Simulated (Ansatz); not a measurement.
# C₃H₈OSi: one species, many methods

An exercise on one series of results from a longer session: the logs are not shown, and one member is left open.

The runs use Ansatz 0.2.0, Gaussian basis; functionals in def2-TZVPP, the program's frozen cores in correlated methods.

Plan: PBE-D4, r2SCAN-D4, PBE0-D4, B3LYP-D4, ωB97X-V, ωB97M-V, B2PLYP; CCSD(T)/def2-TZVPP; MP2/def2-QZVPP; extrapolation to the limit.

### Structure used throughout

An earlier PBE0-D4 in a triple-zeta def2 set relaxation fixed the geometry.

SMILES `CC1(O)C[SiH2]1`, 13 atoms, charge 0, spin multiplicity 1.

Atoms are counted from 1 here; the program's logs count them from 0.

Bond lengths: C1–C2 1.504 Å, C1–H6 1.093 Å, C1–H7 1.096 Å, C1–H8 1.093 Å, C2–O3 1.407 Å, C2–C4 1.526 Å, C2–Si5 1.882 Å, O3–H9 0.961 Å, C4–Si5 1.857 Å, C4–H10 1.086 Å, C4–H11 1.086 Å, Si5–H12 1.478 Å, Si5–H13 1.480 Å. Angles: C2–C1–H6 111.2°, C2–C1–H7 110.0°, C2–C1–H8 111.3°, H6–C1–H7 108.4°, H6–C1–H8 107.5°, H7–C1–H8 108.4°, C1–C2–O3 114.0°, C1–C2–C4 116.7°, C1–C2–Si5 121.8°, O3–C2–C4 110.9°, O3–C2–Si5 118.4°, C4–C2–Si5 65.0°, C2–O3–H9 108.1°, C2–C4–Si5 66.8°, C2–C4–H10 116.5°, C2–C4–H11 113.9°, Si5–C4–H10 120.7°, Si5–C4–H11 117.1° and more.

Set-up of the first run:

File in.yaml:

```yaml
crystal:
  periodic: [false, false, false]
  atoms:
    - {symbol: C, position_ang: [-1.482594, 0.347744, 0.084534]}
    - {symbol: C, position_ang: [-0.127465, -0.288329, 0.228926]}
    - {symbol: O, position_ang: [-0.124413, -1.454047, 1.016556]}
    - {symbol: C, position_ang: [0.673616, -0.496444, -1.053199]}
    - {symbol: Si, position_ang: [1.458561, 0.717824, 0.111389]}
    - {symbol: H, position_ang: [-1.879996, 0.656366, 1.055341]}
    - {symbol: H, position_ang: [-2.183810, -0.363880, -0.365739]}
    - {symbol: H, position_ang: [-1.438161, 1.236059, -0.550162]}
    - {symbol: H, position_ang: [-0.274602, -1.197790, 1.930511]}
    - {symbol: H, position_ang: [0.209406, -0.160105, -1.975171]}
    - {symbol: H, position_ang: [1.134167, -1.476628, -1.130755]}
    - {symbol: H, position_ang: [2.645961, 0.283318, 0.876518]}
    - {symbol: H, position_ang: [1.409934, 2.161215, -0.213949]}
basis:
  gaussian: {orbitals: def2-TZVPP}
hamiltonian: {xc: pbe, dispersion: d4}
output: {forces: true, orbitals: {seedname: orbitals}}
```

On the command line:

```console
$ ansatz run in.yaml --threads 4 --pin off --events-out ev --progress --plain --max-ram 10444MiB
```

Steps of the session up to this table: PBE-D4 (GGA); r2SCAN-D4 (meta-GGA); PBE0-D4 (hybrid); B3LYP-D4 (hybrid); ωB97X-V (range-separated); ωB97M-V (range-separated); B2PLYP (double hybrid); CCSD(T) in def2-TZVPP; MP2 in def2-QZVPP.

One table of the session follows, with a row left open; its other results are not shown here.

```
            method  atomisation energy (kJ/mol)
            PBE-D4                       4944.5
         r2SCAN-D4                       4865.2
           PBE0-D4                            ?
          B3LYP-D4                       4840.3
           ωB97X-V                       4862.8
           ωB97M-V                       4863.1
            B2PLYP                       4789.4
     HF/def2-TZVPP                       3519.3
    MP2/def2-TZVPP                       4792.6
   CCSD/def2-TZVPP                       4656.7
CCSD(T)/def2-TZVPP                       4727.2
           MP2/CBS                       4914.1
       CCSD(T)/CBS                       4848.6
```

**Question.** Estimate the row for PBE0-D4.

As computed: atomisation energy (kJ/mol): 4866.8. In the column «atomisation energy (kJ/mol)» it lies between r2SCAN-D4 (4865.2) and MP2/CBS (4914.1).

Caveats from the session: Free atoms (3 C, 1 O, 1 Si, 8 H) were run apart at each level; the atomisation energy is their sum less the molecule, without zero-point or spin-orbit terms.
